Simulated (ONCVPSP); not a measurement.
# An ONCV potential for Cu, from input to tests

Do these settings give a usable potential? It is generated, then checked for transferability, scattering, ghosts and hardness.

The numbers are computed with ONCVPSP 4.0.1 (PBE, fully relativistic, spin-unpolarised reference atom).

### Step 1. The atom and the settings

The settings as typed:

- element: copper (Cu, Z = 29)
- type: optimised norm-conserving Vanderbilt (ONCV)
- frozen core: [Ne]
- valence charge: 19
- reference configuration: 3s2 3p6 3d9 (charge +2)
- partial waves: 3s: rc 0.75 bohr, ncon 5, nbas 10, qcut 10.9 1/bohr, 2 projectors, debl 1.2 Ha; 3p: rc 1.05 bohr, ncon 3, nbas 7, qcut 16.3 1/bohr, 1 projector; 3d: rc 1.60 bohr, ncon 3, nbas 8, qcut 8.9 1/bohr, 3 projectors, debl 1.4 Ha
- local potential: polynomial inside 0.55 bohr (lpopt 1, dvloc0 0 Ha)
- core correction: Teter function, fcfact 4.25, rcfact 1.15

The outer shells as boxes (Hund's rule for the drawing; the calculation is spin-unpolarised):

```
[Ne] core
3s [↑↓]
3p [↑↓][↑↓][↑↓]
3d [↑↓][↑↓][↑↓][↑↓][↑ ]
```

### Step 2. Generating the potential

Cu.dat

```
# ATOM AND REFERENCE CONFIGURATION
# atsym  z   nc   nv     iexc    psfile
  Cu 29.00    3    3        4      upf
#
#   n    l    f
    1    0    2.00
    2    0    2.00
    2    1    6.00
    3    0    2.00
    3    1    6.00
    3    2    9.00
#
# PSEUDOPOTENTIAL AND OPTIMIZATION
# lmax
    2
#
#   l,   rc,      ep,       ncon, nbas, qcut
    0    0.75    0.00    5   10   10.90
    1    1.05    0.00    3    7   16.30
    2    1.60    0.00    3    8    8.90
#
# LOCAL POTENTIAL
# lloc, lpopt,  rc(5),   dvloc0
    4    1    0.55    0.00
#
# VANDERBILT-KLEINMAN-BYLANDER PROJECTORs
# l, nproj, debl
    0    2    1.20
    1    1    0.70
    2    3    1.40
#
# MODEL CORE CHARGE
# icmod, fcfact, rcfact
    3    4.25    1.15
#
# LOG DERIVATIVE ANALYSIS
# epsh1, epsh2, depsh
   -7.00    5.00    0.04
#
# OUTPUT GRID
# rlmax, drl
    6.00    0.01
#
# TEST CONFIGURATIONS
# ncnf
    4
# nvcnf
#   n    l    f
    4
    3    0    2.00
    3    1    6.00
    3    2   10.00
    4    0    1.00
#
    3
    3    0    2.00
    3    1    6.00
    3    2   10.00
#
    3
    3    0    2.00
    3    1    6.00
    3    2    8.00
#
    4
    3    0    1.00
    3    1    6.00
    3    2   10.00
    4    0    1.00
#
```

The run is started by

```
oncvpspr.x < Cu.dat > Cu.out
```

Output in Cu.out (without the consistency checks and plot data):

```text
ONCVPSP  (Optimized Norm-Conservinng Vanderbilt PSeudopotential)
relativistic version 4.0.1

#   n    l    f        energy (Ha)
    1    0    2.00    -3.2613458D+02
    2    0    2.00    -3.9977399D+01
    2    1    6.00    -3.4383131D+01    -3.5136296D+01
    3    0    2.00    -5.1541411D+00
    3    1    6.00    -3.5552987D+00    -3.6509115D+00
    3    2    9.00    -1.0843351D+00    -1.0953624D+00

Reference configufation results
  iterations    24
  all-electron total energy (Ha)   -1.65381824D+03

Begin loop to  construct optimized pseudo wave functions
and semi-local pseudopoentials for all angular momenta

WARNING wellstate: negative energy specified for n= 4 l=  0
WARNING scattering state with energy  0.25000000
WARNING will be used for the first projector

   Wellstate for l =  0  n =  5 kap= -1
     eigenvalue =   0.2500
     asymptotic potential =   0.7500
     half-point radius =  3.0360

Calculating optimized projector #   1

 for l=   0

    Fraction of norm inside rc  0.609934
    Optimizing pswf for qcut=  10.91 a_B^-1,  ecut=  59.50 Ha
    Residual kinetic energy error=  5.86D-03 Ha

    Energy error per electron        Cutoff
         Ha          eV             Ha
         0.01000     0.27211       55.20
         0.00100     0.02721      208.24
         0.00010     0.00272      498.71
         0.00001     0.00027      559.93

Calculating optimized projector #   2

 for l=   0

    Fraction of norm inside rc  0.017982
    Optimizing pswf for qcut=  10.91 a_B^-1,  ecut=  59.50 Ha
    Residual kinetic energy error=  4.83D-04 Ha

    Energy error per electron        Cutoff
         Ha          eV             Ha
         0.01000     0.27211       36.52
         0.00100     0.02721       54.40
         0.00010     0.00272      105.87
         0.00001     0.00027      432.41

Calculating optimized projector #   1

 for l=   1

    Fraction of norm inside rc  0.848592
    Optimizing pswf for qcut=  16.28 a_B^-1,  ecut= 132.58 Ha
    Residual kinetic energy error=  6.41D-09 Ha

    Energy error per electron        Cutoff
         Ha          eV             Ha
         0.01000     0.27211       33.71
         0.00100     0.02721       44.42
         0.00010     0.00272       83.03
         0.00001     0.00027       99.41

Calculating optimized projector #   1

 for l=   1

    Fraction of norm inside rc  0.857126
    Optimizing pswf for qcut=  16.28 a_B^-1,  ecut= 132.58 Ha
    Residual kinetic energy error=  6.16D-09 Ha

    Energy error per electron        Cutoff
         Ha          eV             Ha
         0.01000     0.27211       34.95
         0.00100     0.02721       44.33
         0.00010     0.00272       81.49
         0.00001     0.00027       98.66

   Wellstate for l =  2  n =  5 kap= -3
     eigenvalue =   0.3157
     asymptotic potential =   0.8157
     half-point radius =  5.6560

   Wellstate for l =  2  n =  6 kap= -3
     eigenvalue =   1.7157
     asymptotic potential =   2.2157
     half-point radius =  4.2884

Calculating optimized projector #   1

 for l=   2

    Fraction of norm inside rc  0.899995
    Optimizing pswf for qcut=   8.90 a_B^-1,  ecut=  39.64 Ha
    Residual kinetic energy error=  3.25D-05 Ha

    Energy error per electron        Cutoff
         Ha          eV             Ha
         0.01000     0.27211       29.18
         0.00100     0.02721       33.72
         0.00010     0.00272       38.06
         0.00001     0.00027       98.95

Calculating optimized projector #   2

 for l=   2

    Fraction of norm inside rc  0.046835
    Optimizing pswf for qcut=   8.90 a_B^-1,  ecut=  39.64 Ha
    Residual kinetic energy error=  2.77D-05 Ha

    Energy error per electron        Cutoff
         Ha          eV             Ha
         0.01000     0.27211       25.92
         0.00100     0.02721       32.33
         0.00010     0.00272       37.36
         0.00001     0.00027       52.95

Calculating optimized projector #   3

 for l=   2

    Fraction of norm inside rc  0.075735
    Optimizing pswf for qcut=   8.90 a_B^-1,  ecut=  39.64 Ha
    Residual kinetic energy error=  1.54D-04 Ha

    Energy error per electron        Cutoff
         Ha          eV             Ha
         0.01000     0.27211       29.46
         0.00100     0.02721       35.69
         0.00010     0.00272       40.68
         0.00001     0.00027       73.85

   Wellstate for l =  2  n =  5 kap=  2
     eigenvalue =   0.3046

   Wellstate for l =  2  n =  6 kap=  2
     eigenvalue =   1.7148

Calculating optimized projector #   1

 for l=   2

    Fraction of norm inside rc  0.902438
    Optimizing pswf for qcut=   8.90 a_B^-1,  ecut=  39.64 Ha
    Residual kinetic energy error=  3.31D-05 Ha

    Energy error per electron        Cutoff
         Ha          eV             Ha
         0.01000     0.27211       29.22
         0.00100     0.02721       33.75
         0.00010     0.00272       38.09
         0.00001     0.00027       99.33

Calculating optimized projector #   2

 for l=   2

    Fraction of norm inside rc  0.046802
    Optimizing pswf for qcut=   8.90 a_B^-1,  ecut=  39.64 Ha
    Residual kinetic energy error=  2.83D-05 Ha

    Energy error per electron        Cutoff
         Ha          eV             Ha
         0.01000     0.27211       25.96
         0.00100     0.02721       32.36
         0.00010     0.00272       37.39
         0.00001     0.00027       53.40

Calculating optimized projector #   3

 for l=   2

    Fraction of norm inside rc  0.076086
    Optimizing pswf for qcut=   8.90 a_B^-1,  ecut=  39.64 Ha
    Residual kinetic energy error=  1.56D-04 Ha

    Energy error per electron        Cutoff
         Ha          eV             Ha
         0.01000     0.27211       29.51
         0.00100     0.02721       35.73
         0.00010     0.00272       40.82
         0.00001     0.00027       74.13

Construct Vanderbilt / Kleinmman-Bylander projectors

B matrix Hermiticity error, ll=  0  kap= -1
   1   2   -6.1980D-04

  Orthonormal projector coefficients  3.6573E+01  7.1094E+00

B matrix Hermiticity error, ll=  2  kap= -3
   1   2   -1.0392D-04
   1   3    1.9613D-04
   2   3    3.6285D-05

  Orthonormal projector coefficients  1.5085E+01 -4.8772E+00 -3.7174E+00

B matrix Hermiticity error, ll=  2  kap=  2
   1   2   -1.0485D-04
   1   3    1.9773D-04
   2   3    3.6308D-05

  Orthonormal projector coefficients  1.5391E+01 -4.8995E+00 -3.7253E+00

 Orthonormal scalar projector coefficients, l =  1
  1.0087E+01  2.8601E-04

 Orthonormal spin-orbit projector coefficients, l =  1
  1.8493E-01 -3.1201E-02

 Orthonormal scalar projector coefficients, l =  2
  1.5207E+01 -4.8861E+00 -3.7205E+00  7.5888E-05 -1.6922E-07 -9.8581E-09

 Orthonormal spin-orbit projector coefficients, l =  2
 -1.3443E-01  1.0903E-02  9.1983E-03  4.3390E-03 -6.0547E-05 -2.9277E-06

Model core correction analysis
  based on d2Exc/dn_idn_j

d2excae - all-electron derivatives

   -3.263931D-02   -3.028842D-02   -2.275444D-02
   -3.028848D-02   -2.930407D-02   -2.251674D-02
   -2.275455D-02   -2.251680D-02   -2.161230D-02

d2excps - pseudofunction derivatives with no core correction

   -4.799810D-02   -4.549846D-02   -2.779793D-02
   -4.549855D-02   -4.362382D-02   -2.752728D-02
   -2.779820D-02   -2.752737D-02   -2.927130D-02

rms 2nd derivative error    1.086987E-02

rmatch, rhocmatch    0.3760   50.3894

Teter function model core charge with specified parameters

d2excps - pseudofunction derivatives with core correction

   -4.690136D-02   -4.416253D-02   -2.776016D-02
   -4.416276D-02   -4.204205D-02   -2.750493D-02
   -2.776048D-02   -2.750506D-02   -2.925536D-02

rms 2nd derivative error    1.004958E-02

Pseudoatom total energy -184.331144

Diagnostic tests using Vanderbilt-Kleinman-Bylander pseudopotentials
  relativistic with J = L +/- 1/2 projectors

   l  kap   rcore       rmatch      e in        delta e    norm test   slope test

   0  -1   0.7526024   0.7754530  -5.1541411  -0.0001340   1.0002441   1.0003193
   0  -1   0.7526024   0.7754530   0.2500000   0.0000144   1.0007016   1.0007016

   1  -2   1.0520890   1.0840327  -3.5552987  -0.0000332   0.9999859   1.0000171
   1   1   1.0520890   1.0840327  -3.6509115  -0.0000134   0.9999952   0.9999970

   2  -3   1.6088262   1.6576736  -1.0843351  -0.0000667   1.0000231   0.9999879
   2   2   1.6088262   1.6576736  -1.0953624  -0.0000635   1.0000313   0.9999717
   2  -3   1.6088262   1.6576736   0.3156649  -0.0001056   1.0002970   1.0002970
   2   2   1.6088262   1.6576736   0.3147791  -0.0001057   1.0002948   1.0002948
   2  -3   1.6088262   1.6576736   1.7156649  -0.0001500   1.0001909   1.0001909
   2   2   1.6088262   1.6576736   1.7145745  -0.0001478   1.0001905   1.0001905

Diagnostic tests using Vanderbilt-Kleinman-Bylander pseudopotentials
  relativistic with scalar and spin-orbit non-local projectors

   l  kap   rcore       rmatch      e in        delta e    norm test   slope test

   0  -1   0.7526024   0.7754530  -5.1541411  -0.0001340   1.0002441   1.0003193
   0  -1   0.7526024   0.7754530   0.2500000   0.0000144   1.0007016   1.0007016

   1  -2   1.0520890   1.0840327  -3.5552987  -0.0001004   0.9999963   1.0000083
   1   1   1.0520890   1.0840327  -3.6509115  -0.0000816   1.0000057   0.9999890

   2  -3   1.6088262   1.6576736  -1.0843351  -0.0000953   1.0000434   0.9999822
   2   2   1.6088262   1.6576736  -1.0953624  -0.0000990   1.0000461   0.9999548
   2  -3   1.6088262   1.6576736   0.3156649  -0.0001314   1.0002851   1.0002851
   2   2   1.6088262   1.6576736   0.3147791  -0.0001348   1.0002871   1.0002871
   2  -3   1.6088262   1.6576736   1.7156649  -0.0001545   1.0001870   1.0001870
   2   2   1.6088262   1.6576736   1.7145745  -0.0001637   1.0001880   1.0001880

Ghost test for J = L + 1/2

 Testing for bound ghosts
   n   l    E NL Schr. Eq   E Basis Diag.   E Cutoff

   1   0       -5.154275       -5.151711    788.79

   2   1       -3.555332       -3.555197    140.30

   3   2       -1.084402       -1.084166    171.54

 Testing for highly-localized positive-energy ghosts
       l    <radius>/rc     E Basis Diag.   E Cutoff

Ghost test for J = L - 1/2

 Testing for bound ghosts
   n   l    E NL Schr. Eq   E Basis Diag.   E Cutoff

   1   0       -5.154275       -5.151711    788.79

   2   1       -3.650925       -3.650810    140.30

   3   2       -1.095426       -1.095200    171.54

 Testing for highly-localized positive-energy ghosts
       l    <radius>/rc     E Basis Diag.   E Cutoff

Test configuration 0

   n   l kap    f        eae           eps        diff
   1   0  -1  2.0000 -326.13458332
   2   0  -1  2.0000  -39.97739873
   2   1  -2  4.0000  -34.38313064
   2   1   1  2.0000  -35.13629560
   3   0  -1  2.0000   -5.15414111   -5.15427509   -1.34E-04
   3   1  -2  4.0000   -3.55529871   -3.55533193   -3.32E-05
   3   1   1  2.0000   -3.65091150   -3.65092489   -1.34E-05
   3   2  -3  5.4000   -1.08433512   -1.08440183   -6.67E-05
   3   2   2  3.6000   -1.09536238   -1.09542585   -6.35E-05

    Total energies and differences
      AE_ref= -1.65381824E+03  AE_tst= -1.65381824E+03  dif=  0.00E+00
      PS_ref= -1.84331144E+02  PS_tst= -1.84331144E+02  dif= -1.42E-13
      PSP excitation error=  1.42E-13

Test configuration 1

   n   l kap    f        eae           eps        diff
   1   0  -1  2.0000 -325.19160415
   2   0  -1  2.0000  -39.03178581
   2   1  -2  4.0000  -33.43807701
   2   1   1  2.0000  -34.19129961
   3   0  -1  2.0000   -4.21414598   -4.21429820   -1.52E-04
   3   1  -2  4.0000   -2.61949127   -2.61925967    2.32E-04
   3   1   1  2.0000   -2.71432327   -2.71417030    1.53E-04
   3   2  -3  6.0000   -0.18126036   -0.18266566   -1.41E-03
   3   2   2  4.0000   -0.19118204   -0.19263683   -1.45E-03
   4   0  -1  1.0000   -0.16941213   -0.16834677    1.07E-03

    Total energies and differences
      AE_ref= -1.65381824E+03  AE_tst= -1.65490175E+03  dif= -1.08E+00
      PS_ref= -1.84331144E+02  PS_tst= -1.85415061E+02  dif= -1.08E+00
      PSP excitation error=  4.02E-04

Test configuration 2

   n   l kap    f        eae           eps        diff
   1   0  -1  2.0000 -325.50908220
   2   0  -1  2.0000  -39.33946007
   2   1  -2  4.0000  -33.74655174
   2   1   1  2.0000  -34.49987238
   3   0  -1  2.0000   -4.53081605   -4.53068612    1.30E-04
   3   1  -2  4.0000   -2.93744643   -2.93666130    7.85E-04
   3   1   1  2.0000   -3.03195818   -3.03138593    5.72E-04
   3   2  -3  6.0000   -0.49794900   -0.50045134   -2.50E-03
   3   2   2  4.0000   -0.50798003   -0.51058281   -2.60E-03

    Total energies and differences
      AE_ref= -1.65381824E+03  AE_tst= -1.65460222E+03  dif= -7.84E-01
      PS_ref= -1.84331144E+02  PS_tst= -1.85117303E+02  dif= -7.86E-01
      PSP excitation error=  2.18E-03

Test configuration 3

   n   l kap    f        eae           eps        diff
   1   0  -1  2.0000 -326.90592170
   2   0  -1  2.0000  -40.76905492
   2   1  -2  4.0000  -35.17293286
   2   1   1  2.0000  -35.92589168
   3   0  -1  2.0000   -5.90384488   -5.89427291    9.57E-03
   3   1  -2  4.0000   -4.29636835   -4.28784252    8.53E-03
   3   1   1  2.0000   -4.39391203   -4.38488065    9.03E-03
   3   2  -3  4.8000   -1.79249483   -1.77476728    1.77E-02
   3   2   2  3.2000   -1.80458274   -1.78662593    1.80E-02

    Total energies and differences
      AE_ref= -1.65381824E+03  AE_tst= -1.65238430E+03  dif=  1.43E+00
      PS_ref= -1.84331144E+02  PS_tst= -1.82904425E+02  dif=  1.43E+00
      PSP excitation error=  7.22E-03

Test configuration 4

   n   l kap    f        eae           eps        diff
   1   0  -1  2.0000 -325.93746168
   2   0  -1  2.0000  -39.65878587
   2   1  -2  4.0000  -34.07449309
   2   1   1  2.0000  -34.82894032
   3   0  -1  1.0000   -4.80026494   -4.83706271   -3.68E-02
   3   1  -2  4.0000   -3.19989284   -3.23352177   -3.36E-02
   3   1   1  2.0000   -3.29621404   -3.33113714   -3.49E-02
   3   2  -3  6.0000   -0.72408814   -0.72638488   -2.30E-03
   3   2   2  4.0000   -0.73520691   -0.73755191   -2.35E-03
   4   0  -1  1.0000   -0.50265996   -0.50193744    7.23E-04

    Total energies and differences
      AE_ref= -1.65381824E+03  AE_tst= -1.65040983E+03  dif=  3.41E+00
      PS_ref= -1.84331144E+02  PS_tst= -1.80905054E+02  dif=  3.43E+00
      PSP excitation error= -1.77E-02
```

Run time: 9.6 s. Hardware: 1 thread, shared host.

The projector energies used in the s channel were -5.154, 0.250 Ha; the program set a typed value aside.

Densities times 4π (e/bohr³); a dash where the program caps the true core:

| r (bohr) | pseudo valence | true core | model core |
| --- | --- | --- | --- |
| 0.080 | 5.018 | – | 192.1 |
| 0.240 | 27.28 | – | 78.33 |
| 0.400 | 52.13 | 33.22 | 10.72 |
| 0.560 | 57.24 | 1.849 | 0.2013 |
| 0.720 | 43.29 | 0.09845 | 0.004504 |
| 0.880 | 25.73 | 0.005239 | 2.799e-05 |
| 1.040 | 12.78 | 0.0002843 | 2.712e-05 |
| 1.200 | 5.712 | 1.578e-05 | 1.712e-05 |
| 1.360 | 2.566 | 9.132e-07 | 0 |
| 1.520 | 1.275 | 7.482e-08 | 0 |
| 1.680 | 0.6951 | 0 | 0 |
| 1.840 | 0.3932 | 0 | 0 |
| 2.000 | 0.2281 | 0 | 0 |

### Step 3. Transferability, from the output's test configurations

The tests as a table, with energies relative to 3s2 3p6 3d9.

| valence configuration | charge | ΔE all-electron (eV) | error AE − PS (meV) |
| --- | --- | --- | --- |
| 3s2 3p6 3d10 4s1 | 0 | -29.484 | +11 |
| 3s2 3p6 3d10 | +1 | -21.333 | +59 |
| 3s2 3p6 3d8 | +3 | 39.019 | +196 |
| 3s1 3p6 3d10 4s1 | +1 | 92.747 | -482 |

### Step 4. Scattering by logarithmic derivatives

Taken from the files of the generation run. The phase is arctan(r·R′/R) of the radial function R, unwrapped, with energies in Ha. A pole is an energy at which the radial function vanishes at the test radius. The pseudo phase is shifted by a multiple of π to meet the all-electron one at the reference energy. Levels narrower than the energy grid can be missing from the poles. The last column is the largest difference on the grid between −0.5 and +0.5 Ha.

| channel | radius (bohr) | reference (Ha) | poles AE | poles PS | window around the reference with phases within 0.05 rad (Ha) | largest difference near zero (rad) |
| --- | --- | --- | --- | --- | --- | --- |
| s | 0.76 | -5.15 | 3.19 | 3.19 | the whole range | 0.000 |
| p3/2 | 1.06 | -3.56 | -1.84 | -1.85 | below 2.8 | 0.008 |
| p1/2 | 1.06 | -3.65 | -2.00 | -2.02 | below 2.7 | 0.009 |
| d5/2 | 1.63 | -1.08 | -0.76 | -0.76 | the whole range | 0.000 |
| d3/2 | 1.63 | -1.10 | -0.78 | -0.78 | the whole range | 0.000 |

Phases (rad) along the scan:

| E (Ha) | p1/2 AE | p1/2 PS | d3/2 AE | d3/2 PS |
| --- | --- | --- | --- | --- |
| -6.96 | 0.935 | 0.933 | 1.364 | 1.364 |
| -6.32 | 0.758 | 0.755 | 1.350 | 1.350 |
| -5.68 | 0.420 | 0.415 | 1.333 | 1.333 |
| -5.04 | -0.198 | -0.203 | 1.312 | 1.312 |
| -4.40 | -0.838 | -0.839 | 1.285 | 1.285 |
| -3.76 | -1.199 | -1.199 | 1.246 | 1.246 |
| -3.12 | -1.391 | -1.391 | 1.188 | 1.188 |
| -2.48 | -1.508 | -1.508 | 1.079 | 1.079 |
| -1.84 | -1.590 | -1.591 | 0.758 | 0.758 |
| -1.20 | -1.655 | -1.657 | -0.985 | -0.985 |
| -0.56 | -1.712 | -1.716 | -1.703 | -1.703 |
| 0.08 | -1.766 | -1.773 | -1.988 | -1.988 |
| 0.72 | -1.823 | -1.834 | -2.420 | -2.420 |
| 1.36 | -1.888 | -1.905 | -3.365 | -3.366 |
| 2.00 | -1.966 | -1.995 | -4.101 | -4.101 |
| 2.64 | -2.069 | -2.117 | -4.384 | -4.384 |
| 3.28 | -2.214 | -2.300 | -4.520 | -4.519 |
| 3.92 | -2.431 | -2.590 | -4.601 | -4.601 |
| 4.56 | -2.761 | -3.025 | -4.660 | -4.659 |

### Step 5. Convergence and ghost test

Read off the output, the cutoffs (Ha) at which the residual kinetic energy of the hardest occupied pseudo-wave falls to 1 and 0.1 mHa per electron: 208 Ha and 499 Ha.

The program's own ghost test: no bound ghost flagged; no localised positive-energy state flagged.

Cutoff (Ha) at which the first wave of each channel reaches a given error (Ha per electron):

| error | s | p | d |
| --- | --- | --- | --- |
| 1.0e-02 | 55.2 | 33.7 | 29.2 |
| 3.2e-03 | 84.9 | 38.4 | 31.8 |
| 1.0e-03 | 208.2 | 44.4 | 33.7 |
| 3.2e-04 | 444.5 | 71.6 | 35.7 |
| 1.0e-04 | 498.7 | 83.0 | 38.1 |
| 3.2e-05 | 533.2 | 92.2 | 40.3 |
| 1.0e-05 | 559.9 | 99.4 | 99.0 |

### Step 6. Results

| quantity | value |
| --- | --- |
| cutoffs for 1 and 0.1 mHa per electron, occupied waves | 208 Ha and 499 Ha |
| bound ghosts | none found |
| GHOST(+) flags | none at low energy |
| largest test error (AE − PS) | -482 meV, for 3s1 3p6 3d10 4s1 |
| largest phase difference near zero energy, channels read | 0.009 rad |
| rms error of d²Exc/dn², without and with the model core | 10.87 and 10.05 mHa |
| projector energies reset by the program | s: -5.154, 0.250 Ha |

In words: By total energies transferability is poor: the largest error is 482 meV on 92.7 eV, for 3s1 3p6 3d10 4s1. That test lies far up in energy; among those under 40 eV, nearer to bonding, the largest error is 196 meV. It counts as very hard, with 208 Ha needed at the looser tolerance. At the looser tolerance the 3s wave is the slowest; 3p needs 44 Ha. The program's ghost test flags no bound state. Near zero energy the phases of the channels with partial waves agree within 0.009 rad. All of this concerns the isolated atom, not yet a solid.
